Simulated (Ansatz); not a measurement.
**C2H6AlNO: one species, many methods**

One table from this session's results is given with a row withheld; the runs are named, their logs left out.

Computed with Ansatz 0.2.0, Gaussian basis. Level: functionals in def2-TZVPP, the program's frozen cores in correlated methods.

Levels to be run: PBE-D4, r2SCAN-D4, PBE0-D4, B3LYP-D4, ωB97X-V, ωB97M-V, B2PLYP; CCSD(T)/def2-TZVPP; MP2/def2-QZVPP; extrapolation to the limit.

## The geometry

All runs share one geometry, relaxed beforehand with PBE0-D4 in a triple-zeta def2 set.

SMILES `O/C=N/[CH2][AlH2]`, 11 atoms, charge 0, spin multiplicity 1.

Atoms are counted from 1 here; the program's logs count them from 0.

Bond lengths: O1–C2 1.342 Å, O1–H6 0.967 Å, C2–N3 1.254 Å, C2–H7 1.094 Å, N3–C4 1.441 Å, C4–Al5 1.975 Å, C4–H8 1.097 Å, C4–H9 1.105 Å, Al5–H10 1.591 Å, Al5–H11 1.586 Å. Angles: C2–O1–H6 106.5°, O1–C2–N3 122.8°, O1–C2–H7 111.2°, N3–C2–H7 125.9°, C2–N3–C4 119.7°, N3–C4–Al5 111.6°, N3–C4–H8 109.1°, N3–C4–H9 113.4°, Al5–C4–H8 107.0°, Al5–C4–H9 109.9°, H8–C4–H9 105.6°, C4–Al5–H10 118.9°, C4–Al5–H11 120.5°, H10–Al5–H11 120.6°.

Set-up of the first run:

in.yaml reads:

```yaml
crystal:
  periodic: [false, false, false]
  atoms:
    - {symbol: O, position_ang: [-1.321425, 0.111050, 2.488221]}
    - {symbol: C, position_ang: [-0.527581, -0.338028, 1.503420]}
    - {symbol: N, position_ang: [-0.781102, -0.154660, 0.288817]}
    - {symbol: C, position_ang: [0.139793, -0.627936, -0.713003]}
    - {symbol: Al, position_ang: [1.017579, 0.868489, -1.657191]}
    - {symbol: H, position_ang: [-2.057345, 0.570700, 2.060772]}
    - {symbol: H, position_ang: [0.340236, -0.870091, 1.905087]}
    - {symbol: H, position_ang: [-0.413906, -1.201641, -1.467172]}
    - {symbol: H, position_ang: [0.903073, -1.321143, -0.314527]}
    - {symbol: H, position_ang: [1.713172, 0.588389, -3.060423]}
    - {symbol: H, position_ang: [1.052906, 2.317871, -1.013501]}
basis:
  gaussian: {orbitals: def2-TZVPP}
hamiltonian: {xc: pbe, dispersion: d4}
output: {forces: true, orbitals: {seedname: orbitals}}
```

On the command line:

```bash
ansatz run in.yaml --threads 4 --pin off --events-out ev --progress --plain --max-ram 10444MiB
```

Among the steps run: PBE-D4 (GGA); r2SCAN-D4 (meta-GGA); PBE0-D4 (hybrid); B3LYP-D4 (hybrid); ωB97X-V (range-separated); ωB97M-V (range-separated); B2PLYP (double hybrid); CCSD(T) in def2-TZVPP; MP2 in def2-QZVPP.

One of the session's tables, all rows but one given; the rest of the session is left out.

| method | atomisation energy (kJ/mol) |
| --- | --- |
| PBE-D4 | 4054.2 |
| r2SCAN-D4 | 3951.7 |
| PBE0-D4 | 3951.4 |
| B3LYP-D4 | 3954.0 |
| ωB97X-V | 3961.4 |
| ωB97M-V | 3961.8 |
| B2PLYP | 3905.8 |
| HF/def2-TZVPP | 2727.9 |
| MP2/def2-TZVPP | ? |
| CCSD/def2-TZVPP | 3756.8 |
| CCSD(T)/def2-TZVPP | 3826.8 |
| MP2/CBS | 4014.4 |
| CCSD(T)/CBS | 3941.4 |

**Question.** Estimate the row for MP2/def2-TZVPP.

The run gave: atomisation energy (kJ/mol): 3899.8. In the column «atomisation energy (kJ/mol)» it lies between CCSD(T)/def2-TZVPP (3826.8) and B2PLYP (3905.8).

Limits of these values: Free atoms (1 O, 2 C, 1 N, 1 Al, 6 H) were run apart at each level; the atomisation energy is their sum less the molecule, without zero-point or spin-orbit terms.
